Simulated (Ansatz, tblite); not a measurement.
# Ge17H24 off sphere (Ge₁₇H₂₄): rung by rung

Aim: run the singlet of Ge17H24 off sphere (Ge₁₇H₂₄) at one geometry on many levels, and compare frontier levels, spin and run time.

Method: as each input shows; program: Ansatz 0.2.0, Gaussian basis.

Plan: GFN1-xTB, GFN2-xTB, PBE-D4/def2-TZVP, r2SCAN-D4/def2-TZVP, PBE-D4/def2-SVP, PBE0-D4/def2-SVP.

1 further run of the same task is left out (set aside as unsound or not needed).

## Step 1: The structure

The singlet was relaxed beforehand with r2SCAN-D4/def2-SVP.

41 atoms, charge 0, spin multiplicity 1.

Bond lengths: Ge1–Ge9 2.428 Å, Ge1–Ge12 2.426 Å, Ge1–H18 1.543 Å, Ge1–H19 1.540 Å, Ge2–Ge11 2.432 Å, Ge2–Ge13 2.430 Å, Ge2–H20 1.544 Å, Ge2–H21 1.542 Å, Ge3–Ge10 2.431 Å, Ge3–Ge14 2.429 Å, Ge3–Ge15 2.430 Å, Ge3–H22 1.546 Å, Ge4–Ge11 2.438 Å, Ge4–Ge14 2.431 Å, Ge4–Ge16 2.436 Å, Ge4–H23 1.547 Å, Ge5–Ge9 2.434 Å, Ge5–Ge10 2.436 Å and more. Angles: Ge9–Ge1–Ge12 112.1°, Ge9–Ge1–H18 109.2°, Ge9–Ge1–H19 109.4°, Ge12–Ge1–H18 109.0°, Ge12–Ge1–H19 109.5°, H18–Ge1–H19 107.4°, Ge11–Ge2–Ge13 109.2°, Ge11–Ge2–H20 108.6°, Ge11–Ge2–H21 111.4°, Ge13–Ge2–H20 108.7°, Ge13–Ge2–H21 111.1°, H20–Ge2–H21 107.7°, Ge10–Ge3–Ge14 109.1°, Ge10–Ge3–Ge15 109.3°, Ge10–Ge3–H22 109.7°, Ge14–Ge3–Ge15 109.6°, Ge14–Ge3–H22 109.6°, Ge15–Ge3–H22 109.5° and more.

PBE0-D4/def2-TZVP was run before; its log isn't repeated, and its numbers join the tables.

## Step 2: GFN1-xTB

Tight binding, by tblite at 300 K electronic temperature and without a spin-polarisation term:

```python
tblite.interface.Calculator('GFN1-xTB', numbers, positions, charge=0, uhf=0).singlepoint()
```

Energy -1130.7897 eV, HOMO -11.77 eV, LUMO -8.73 eV; 0.29 s.

## Step 3: GFN2-xTB

Tight binding, by tblite at 300 K electronic temperature and without a spin-polarisation term:

```python
tblite.interface.Calculator('GFN2-xTB', numbers, positions, charge=0, uhf=0).singlepoint()
```

Energy -1230.5313 eV, HOMO -10.04 eV, LUMO -5.98 eV; 0.29 s.

## Step 4: PBE-D4/def2-TZVP

start.molden holds the orbitals of an earlier run on this state, given as this run's starting guess.

in.yaml

```yaml
crystal:
  periodic: [false, false, false]
  atoms:
    - {symbol: Ge, position_ang: [-1.907020, -2.889578, 3.088862]}
    - {symbol: Ge, position_ang: [1.279603, -3.009048, -0.133436]}
    - {symbol: Ge, position_ang: [-1.687321, 2.638703, -2.775137]}
    - {symbol: Ge, position_ang: [1.140201, -0.138101, -2.805722]}
    - {symbol: Ge, position_ang: [-1.658074, -0.235723, 0.010348]}
    - {symbol: Ge, position_ang: [1.149476, -0.260578, 2.812611]}
    - {symbol: Ge, position_ang: [1.118830, 2.630573, 0.029742]}
    - {symbol: Ge, position_ang: [3.963265, -0.143071, 0.041961]}
    - {symbol: Ge, position_ang: [-3.105961, -1.575700, 1.436185]}
    - {symbol: Ge, position_ang: [-3.056908, 1.182279, -1.392803]}
    - {symbol: Ge, position_ang: [-0.230281, -1.599806, -1.416954]}
    - {symbol: Ge, position_ang: [-0.266896, -1.568230, 4.293282]}
    - {symbol: Ge, position_ang: [2.573413, -1.620850, 1.384567]}
    - {symbol: Ge, position_ang: [-0.265496, 1.275909, -4.196441]}
    - {symbol: Ge, position_ang: [-0.307657, 4.038563, -1.346949]}
    - {symbol: Ge, position_ang: [2.544358, 1.239906, -1.369779]}
    - {symbol: Ge, position_ang: [-0.245498, 1.167474, 1.417441]}
    - {symbol: H, position_ang: [-2.916025, -3.479218, 4.095666]}
    - {symbol: H, position_ang: [-1.206095, -4.070434, 2.392351]}
    - {symbol: H, position_ang: [2.248892, -3.709282, -1.110223]}
    - {symbol: H, position_ang: [0.512644, -4.105426, 0.632477]}
    - {symbol: H, position_ang: [-2.596266, 3.531020, -3.651696]}
    - {symbol: H, position_ang: [2.048532, -1.016652, -3.698162]}
    - {symbol: H, position_ang: [2.070959, 0.634201, 3.676055]}
    - {symbol: H, position_ang: [2.006656, 3.506530, 0.944531]}
    - {symbol: H, position_ang: [4.926401, -0.974478, -0.830558]}
    - {symbol: H, position_ang: [4.810903, 0.759229, 0.962073]}
    - {symbol: H, position_ang: [-3.980632, -2.501502, 0.565695]}
    - {symbol: H, position_ang: [-4.050327, -0.606797, 2.178061]}
    - {symbol: H, position_ang: [-3.952495, 0.299039, -2.286576]}
    - {symbol: H, position_ang: [-3.979393, 2.028361, -0.490545]}
    - {symbol: H, position_ang: [-1.123580, -2.472770, -2.329238]}
    - {symbol: H, position_ang: [0.593845, -2.489459, 5.181660]}
    - {symbol: H, position_ang: [-1.015960, -0.589645, 5.221018]}
    - {symbol: H, position_ang: [3.472177, -2.516520, 2.267807]}
    - {symbol: H, position_ang: [-1.135462, 0.398517, -5.119746]}
    - {symbol: H, position_ang: [0.613224, 2.178156, -5.086749]}
    - {symbol: H, position_ang: [0.558461, 4.978118, -2.211076]}
    - {symbol: H, position_ang: [-1.203961, 4.913242, -0.446595]}
    - {symbol: H, position_ang: [3.422188, 2.151151, -2.259219]}
    - {symbol: H, position_ang: [-1.162731, 2.021879, 2.325213]}
basis:
  gaussian: {orbitals: def2-TZVP, fitting: {mean_field: def2-universal-jkfit}, initial_orbitals: start.molden}
hamiltonian: {xc: pbe, dispersion: d4}
scf: {omitted_lower_state_checks: [starts]}
output: {orbitals: {seedname: orbitals}}
```

The run is started by

```bash
$ ansatz run in.yaml --threads 11 --pin off --events-out ev --progress --plain --max-ram 110592MiB --backend cuda --devices 0, --max-vram 75GiB
```

The runs that follow: r2SCAN-D4/def2-TZVP; PBE-D4/def2-SVP; PBE0-D4/def2-SVP.

Before running them: what should the planned runs give, taken together? Wanted: gap in def2-TZVP, named functionals, smallest and largest; binding an atom, functionals in def2-TZVP; PBE0 total energy, smallest basis above largest.

**Answer**, as computed:

| quantity | value |
| --- | --- |
| gap in def2-TZVP, named functionals, smallest and largest | 4.16 eV (PBE-D4), 5.74 eV (PBE0-D4) |
| binding an atom, functionals in def2-TZVP | 2.90 (PBE-D4) to 2.94 eV (r2SCAN-D4) |
| PBE0 total energy, smallest basis above largest | 120.79 eV (def2-SVP, def2-TZVP) |

Orbital gaps of the named functionals in def2-TZVP span 4.16 eV (PBE-D4) to 5.74 eV (PBE0-D4); exact exchange widens it.
